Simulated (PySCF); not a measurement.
# B3H5O: the cost of one run

Programs: PySCF 2.14.0, with density-fitted response routines of our own. Each step states its level of theory. These are calculated values for one molecule in the gas phase, unless marked as measured. Atoms are numbered from 0 throughout.

**1. Starting geometry**

9 atoms, charge 0, multiplicity 1; geometry from: GFN2-xTB. The atoms were then displaced at random by about 0.01 Å, so the start is not that level's minimum.

Bonds of the start (Å): B0–B1 1.70, B1–O2 1.32, O2–B3 1.24, B0–H4 1.17, B0–H5 1.15, B1–H6 1.20, B3–H7 1.19, B3–H8 1.22.

**2. Relaxing the molecule at PBE0-D3(BJ)/def2-SVP**

The job: settings as JSON, then the geometry in Å.

```
{"job": {"xc": "PBE0", "basis": "def2-SVP", "d3": "d3bj", "grid": 1, "shake": 0.01, "kind": "geom"}, "charge": 0, "multiplicity": 1}
B      1.854260    -0.448630    -0.033350
B      0.513370     0.590350    -0.002120
O     -0.759040     0.253170     0.000710
B     -1.945370    -0.109990     0.016070
H      2.358310    -0.738710    -1.048000
H      2.352290    -0.791490     0.940770
H      0.749470     1.768460     0.029070
H     -2.540920    -0.242380    -1.007440
H     -2.524560    -0.297950     1.070550
```

Started as:

```bash
$ OMP_NUM_THREADS=1 python probes_run.py task.json out
```

One launch serves the whole session: the jobs run in the order shown.

Q: Estimate the wall time and peak memory of this first job on 1 thread of Arm Neoverse V1, shared host.

About 11 s, with a peak of 0.33 GiB.
